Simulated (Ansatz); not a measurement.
A nudged elastic band was laid between two geometries of a periodic cell of 17 atoms, AlSi16 (host Si, host structure diamond, interstitial Al).

These are results of Ansatz 0.2.0, DFT PBE, scalar-relativistic, plane waves, PAW, not measurements. Settings: PAW set soft_1, cutoff 420 eV, k mesh 2x2x2, gaussian smearing 0.05 eV, spin collinear.

```
movable images  : 5
climbing image  : yes
spring          : 5.0 eV/Å²
optimiser       : fire
start path      : straight line
force threshold : 0.05 eV/Å
iteration limit : 44
end points      : relaxed
```

First end point:

```xyz
17
Lattice="0.0000 5.4300 5.4300 5.4300 0.0000 5.4300 5.4300 5.4300 0.0000" Properties=species:S:1:pos:R:3
Si 0.042 -0.037 -0.056
Si 1.448 1.369 1.270
Si 2.758 2.676 -0.041
Si 4.066 3.987 1.270
Si 2.774 -0.037 2.676
Si 4.100 1.335 4.048
Si 5.472 2.661 2.676
Si 6.878 3.987 4.082
Si 0.043 2.694 2.675
Si 1.413 4.021 4.047
Si 2.740 5.392 2.675
Si 4.068 6.796 4.080
Si 2.756 2.678 5.391
Si 4.101 4.021 6.734
Si 5.473 5.392 5.407
Si 6.843 6.764 6.734
Al 5.473 5.391 2.674
```

Last end point:

```xyz
17
Lattice="0.0000 5.4300 5.4300 5.4300 0.0000 5.4300 5.4300 5.4300 0.0000" Properties=species:S:1:pos:R:3
Si -0.051 -0.049 -0.022
Si 1.320 1.323 1.306
Si 2.695 2.698 -0.015
Si 4.039 4.041 1.329
Si 2.726 -0.091 2.626
Si 4.046 1.315 4.033
Si 5.379 2.690 2.668
Si 6.750 4.019 4.040
Si -0.093 2.728 2.626
Si 1.313 4.048 4.033
Si 2.688 5.381 2.669
Si 4.016 6.753 4.040
Si 2.710 2.713 5.430
Si 4.019 4.022 6.739
Si 5.336 5.339 5.446
Si 6.743 6.745 6.766
Al 6.733 6.736 4.024
```

Question: What changes between the two ends?

Answer: Contacts lost: Si4–Al17. Contacts made: Si13–Al17. The atom that moves furthest is Al17, by 2.28 Å.

Question: What energy profile does the band end with?

Answer: The forces met the threshold. The highest image is number 3 of 0 to 6, 0.79 eV above the ends, which have the same energy within 2 meV. By the program's own check the climbing image is of a kind that is not told: the force calls were inconclusive, a negative curvature could not be distinguished from the path's own, the only one lies far off the path, or fixed occupations may fill a level only in part (lowest curvatures found: -3.64 and 0.62 eV/Å²). Limits of this set-up: coarse k mesh.

```tsv
image	path coordinate (Å)	energy (eV)	Si4–Al17 (Å)	Si13–Al17 (Å)
0	0.00	0.00	2.43	4.70
1	0.47	0.09	2.49	4.31
2	0.96	0.44	2.75	3.79
3	1.45	0.79	3.24	3.24
4	1.93	0.45	3.77	2.76
5	2.41	0.10	4.28	2.49
6	2.86	0.00	4.67	2.44
```

Question: What is the geometry of the highest image?

Answer: 
```xyz
17
Lattice="0.0000 5.4300 5.4300 5.4300 0.0000 5.4300 5.4300 5.4300 0.0000" Properties=species:S:1:pos:R:3
Si 0.044 0.005 -0.051
Si 1.440 1.401 1.198
Si 2.883 2.844 0.129
Si 4.238 4.199 1.484
Si 2.836 -0.121 2.594
Si 4.085 1.275 3.990
Si 5.474 2.664 2.721
Si 6.870 3.913 4.116
Si -0.082 2.797 2.594
Si 1.313 4.046 3.990
Si 2.702 5.435 2.721
Si 3.952 6.831 4.116
Si 2.550 2.511 5.227
Si 3.905 3.866 6.582
Si 5.348 5.309 5.512
Si 6.743 6.705 6.761
Al 6.109 6.070 3.356
```

The band took 26 iterations and roughly 13 core-minutes.

The run took 7.9 min on 2 threads of Arm Neoverse V2 (shared host), peak memory 1.5 GiB.
